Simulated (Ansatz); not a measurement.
# CuGe4: the cost of one run

Program: Ansatz 0.2.0. Level of theory: DFT PBE+D3(BJ), scalar-relativistic, plane waves, PAW. These are calculated values, not measurements.

6 further runs of the same task are left out: 6 set aside as unsound or not needed.

## Step 1: The structure to begin with

Symmetry: Fd-3m, No. 227, cubic system. The conventional cell has a = 5.658 Å, b = 5.658 Å, c = 5.658 Å, α = 90.00°, β = 90.00°, γ = 90.00°. Ge (site symmetry -43m) is surrounded by 4 Ge at 2.45 Å.

As a file:

```xyz
2
Lattice="0.0000 2.8288 2.8288 2.8288 0.0000 2.8288 2.8288 2.8288 0.0000" Properties=species:S:1:pos:R:3 pbc="T T T"
Ge    2.8288    2.8288    2.8288
Ge    4.2432    4.2432    4.2432
```

The structure comes from the Crystallography Open Database.

## Step 6: Plan of the scan

Atoms count from 1 in the order of the input.

Cu is moved over the surface cell at a fixed height above a rigid substrate; the origin of the map has the adsorbate above Ge4; the height is held at 2.50 Å.

First coordinate, position of Cu5 along the first surface vector, from above Ge4: 9 values from 0.000 to 0.889, periodic. Second coordinate, position of Cu5 along the second surface vector, from above Ge4: 9 values from 0.000 to 0.889, periodic.

Nothing else is relaxed. Points are written as (first, second).

The two vectors of the plane (Å): (4.030, 0.000, 0.000); (-2.015, 3.490, 0.000).

(The set-up runs are not shown.)

## Step 7: Grid point (2/9, 4/9) of the map's two axes

The input, input.yaml:

```yaml
crystal:
  lattice:
    - [4.0303587933, 0.0, 0.0]
    - [-2.0151793967, 3.4903931014, 0.0]
    - [0.0, 0.0, 21.5984134729]
  atoms:
    - { symbol: Ge, position: [0.3333333333, 0.6666666667, 0.1851987881] }
    - { symbol: Ge, position: [0.0, 0.0, 0.2232892499] }
    - { symbol: Ge, position: [0.0, 0.0, 0.3443139757] }
    - { symbol: Ge, position: [0.6666666667, 0.3333333333, 0.3795840599] }
    - { symbol: Cu, position: [0.8888888889, 0.7777777778, 0.4953333024] }
basis:
  ecutwfc: 420
kpoints:
  mp_grid: { grid: [9, 9, 1] }
hamiltonian:
  xc: pbe
  pseudopotentials: { kind: paw, azcp: { folder: soft_1 } }
  dispersion: d3bj
scf:
  occupations: { method: gaussian, width: 0.1 }
output:
  forces: true
  eigenvalues: true
efield:
  axis: 3
  dipole_correction: true
  ramp_width: 0.04
```

On the command line:

```
$ ansatz run input.yaml --threads 1 --pin off --max-ram 3072MiB --backend cpu --events-out ev --progress --plain --runs-dir out
```

What time and memory should one allow on 1 thread of Arm Neoverse V1, shared host?

About 42 s, with a peak of 0.56 GiB.
